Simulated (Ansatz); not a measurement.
# Bi2Se5: the cost of one run

Method: DFT PBE, scalar-relativistic, plane waves, PAW, unless a step names another level, in Ansatz 0.2.0.

17 further runs of the same task are left out: 8 that didn't finish, 9 set aside as unsound or not needed.

## 1. The formula and the candidates

Pauling electronegativities: Bi 2.02, Se 2.55 (spread 0.53). The formula balances with common oxidation states: Bi +5, Se -2, a formal count that means little at so small a spread. Tabulated atomic sizes suggest about 28 Å³/atom. 23 candidates were drawn, by swapping species into database cells of other compounds, at random by space group and Wyckoff sites, or by hand, as the table says:

```
name                                                              made from  space group no.                     Wyckoff sites  atoms (primitive cell)  V (Å³/atom)
 c01                                                                 random              156          Bi 1a, 1c; Se 1a, 1b, 3d                       7         30.3
 c02                                                                 random               47                  Bi 2t; Se 4z, 1c                       7         34.8
 c03                                                                 random              216             Bi 4d, 4b; Se 16e, 4a                       7         29.5
 c04                                                 database cell of Ta2O5               10              Bi 2m; Se 2n, 2m, 1c                       7         35.7
 c05                                                                 random                1  Bi 1a, 1a; Se 1a, 1a, 1a, 1a, 1a                       7         32.3
 c06                                                database cell of Na5Sn2              166              Bi 6c; Se 3b, 6c, 6c                       7         34.4
 c07                                                    built by hand: V2O5               59              Bi 4e; Se 4e, 2a, 4e                      14         27.7
 c08                                                database cell of Ga2Te5               87                  Bi 4d; Se 8h, 2a                       7         31.7
 c09  built by hand: Bi2Se3 quintuple layer with intercalated Se2 dumbbells              164              Bi 2d; Se 2d, 2c, 1a                       7         27.7
 c10                                                                 random              119          Bi 4e; Se 4f, 2c, 2d, 2b                       7         31.3
 c11                                                                 random              123          Bi 2e; Se 2g, 1c, 1d, 1b                       7         29.5
 c12                                                database cell of Mn2Au5               12              Bi 4i; Se 4i, 4i, 2a                       7         27.1
 c13                                                                 random              111                  Bi 2f; Se 4n, 1d                       7         30.3
 c14                                                                 random              123                  Bi 2g; Se 4m, 1d                       7         28.3
 c15                                                                 random              191              Bi 2d; Se 1a, 3g, 1b                       7         28.1
 c16                                                                 random              183              Bi 1a, 1a; Se 3c, 2b                       7         32.1
 c17                                                                 random              160          Bi 3a, 3a; Se 9b, 3a, 3a                       7         29.7
 c18                                                                 random               99                  Bi 2c; Se 4f, 1a                       7         34.9
 c19                                                database cell of Rb2Te5               12                  Bi 4i; Se 2a, 8j                       7         31.7
 c20                                                                 random                2      Bi 1f, 1c; Se 2i, 1h, 1b, 1a                       7         34.8
 c21                                                                 random               47          Bi 1b, 1c; Se 2k, 2m, 1d                       7         31.6
 c22                                                 database cell of Ta2O5                5              Bi 4c; Se 4c, 4c, 2b                       7         25.2
 c23                                                                 random               12              Bi 4i; Se 4h, 2b, 4f                       7         35.5
```

## 2. Screening run of c09

Contents of input.yaml:

```yaml
crystal:
  lattice:
    - [4.14, 0.0, 0.0]
    - [-2.07, 3.58534517, 0.0]
    - [0.0, 0.0, 13.07]
  atoms:
    - { symbol: Bi, position: [0.66666667, 0.33333333, 0.855] }
    - { symbol: Bi, position: [0.33333333, 0.66666667, 0.145] }
    - { symbol: Se, position: [0.33333333, 0.66666667, 0.732] }
    - { symbol: Se, position: [0.0, 0.0, 0.41] }
    - { symbol: Se, position: [0.0, 0.0, 0.59] }
    - { symbol: Se, position: [0.66666667, 0.33333333, 0.268] }
    - { symbol: Se, position: [0.0, 0.0, 0.0] }
basis:
  ecutwfc: 420
kpoints:
  mp_grid: { grid: [3, 3, 1] }
hamiltonian:
  xc: pbe
scf:
  occupations: { method: gaussian, width: 0.15 }
  lower_state_search: "off"
output:
  forces: true
  stress: true
  eigenvalues: true
relax:
  adjacent_minimum: "off"
  f_tol: 0.08
  max_steps: 16
  cell: { stress_tol: 0.8 }
```

Run with:

```bash
$ ansatz run input.yaml --threads 1 --pin off --max-ram 2560MiB --backend cpu --events-out ev --progress --plain --runs-dir out
```

Q: Estimate wall time and peak memory on 1 thread of Intel Xeon at 2.50GHz (Skylake/Cascade Lake), shared host.

About 38 s, with a peak of 0.5 GiB.
